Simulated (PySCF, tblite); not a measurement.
# C₆H₁₁BFN: geometry, infrared bands and NMR shifts

Wanted: the infrared bands and NMR shifts of C₆H₁₁BFN (`C[C@@H]1C[C@H](BN)C=C1F`), by calculation.

Computed with tblite 0.8.0 and PySCF 2.14.0, with density-fitted response routines of our own, on a single molecule in the gas phase. Atoms count from 0, in the outputs and in this text.

### 1 Starting geometry

20 atoms, charge 0, multiplicity 1; geometry from: force field or distance geometry start.

Bonds of the start (Å): C0–C1 1.54, C1–C2 1.55, C2–C3 1.54, C3–B4 1.61, B4–N5 1.51, C3–C6 1.49, C6–C7 1.32, C7–F8 1.35, C7–C1 1.50, C0–H9 1.12, C0–H10 1.10, C0–H11 1.12, C1–H12 1.10, C2–H13 1.12, C2–H14 1.10, C3–H15 1.09, B4–H16 1.18, N5–H17 1.05, N5–H18 1.04, C6–H19 1.09.

### 2 Geometry optimisation with GFN2-xTB

What the job is given:

```
{"job": {"kind": "relax", "xc": "GFN2-xTB", "basis": "xTB"}, "charge": 0, "multiplicity": 1}
C     -1.944000    -0.213200     0.971400
C     -1.447500     0.264600    -0.402400
C     -0.405900    -0.718000    -0.997900
C      0.925500     0.053500    -1.052400
B      2.029900    -0.584600    -0.064500
N      1.761700    -0.702700     1.419200
C      0.582500     1.430200    -0.611700
C     -0.682600     1.542300    -0.258000
F     -1.235800     2.697700     0.172700
H     -2.667700     0.533000     1.394400
H     -1.113300    -0.344500     1.683400
H     -2.489900    -1.181300     0.863800
H     -2.306900     0.404300    -1.074200
H     -0.719500    -0.968000    -2.042400
H     -0.357200    -1.663100    -0.433000
H      1.321700     0.073300    -2.068900
H      3.056200    -0.963100    -0.517300
H      2.534600    -0.195900     1.909100
H      1.862800    -1.709000     1.674700
H      1.290300     2.255200    -0.569000
```

Launch:

```
$ OMP_NUM_THREADS=1 python probes_run.py task.json out
```

This one command runs all jobs of the session in turn.

**Question.** This job is followed by: GFN2-xTB harmonic vibrations, gas phase; GIAO PBE0/pcSseg-1 NMR shielding, non-relativistic, gas phase. Predict these results of the whole session: strongest single infrared mode (GFN2-xTB); zero-point energy (GFN2-xTB); ¹³C shifts against TMS (PBE0/pcSseg-1); ¹H shifts against TMS (PBE0/pcSseg-1, means over atoms taken as alike); ¹¹B shifts against BF3·OEt2 (PBE0/pcSseg-1); ¹⁵N shifts against NH3 (PBE0/pcSseg-1); ¹⁹F shifts against CFCl3 (PBE0/pcSseg-1).

**Answer**, as computed:

```
                                                              quantity                                               value
                             strongest single infrared mode (GFN2-xTB)                                651 cm⁻¹, 213 km/mol
                                          zero-point energy (GFN2-xTB)                                      103.0 kcal/mol
                                ¹³C shifts against TMS (PBE0/pcSseg-1)            177.1, 109.4, 41.5, 33.2, 32.4, 21.9 ppm
¹H shifts against TMS (PBE0/pcSseg-1, means over atoms taken as alike)  5.08, 5.05, 4.38, 2.56, 2.49, 2.18, 1.36, 1.08 ppm
                           ¹¹B shifts against BF3·OEt2 (PBE0/pcSseg-1)                                            40.4 ppm
                                ¹⁵N shifts against NH3 (PBE0/pcSseg-1)                                           115.9 ppm
                              ¹⁹F shifts against CFCl3 (PBE0/pcSseg-1)                                          -129.1 ppm
```

**Reading.** The optimisation took 174 steps and gained 1.356 eV; among the close pairs (by a distance rule), B4–N5 changed most, from 1.512 to 1.377 Å. All 54 modes are real, so the xTB geometry is a minimum. The strongest single mode, at 651 cm⁻¹, moves mainly H18 and H17. Unscaled tight-binding wavenumbers are off by several per cent, some by more. Its intensities can rank the bands wrongly. At PBE0/pcSseg-1: The largest span, 224 ppm, is at F8, where the paramagnetic term is -175 ppm.
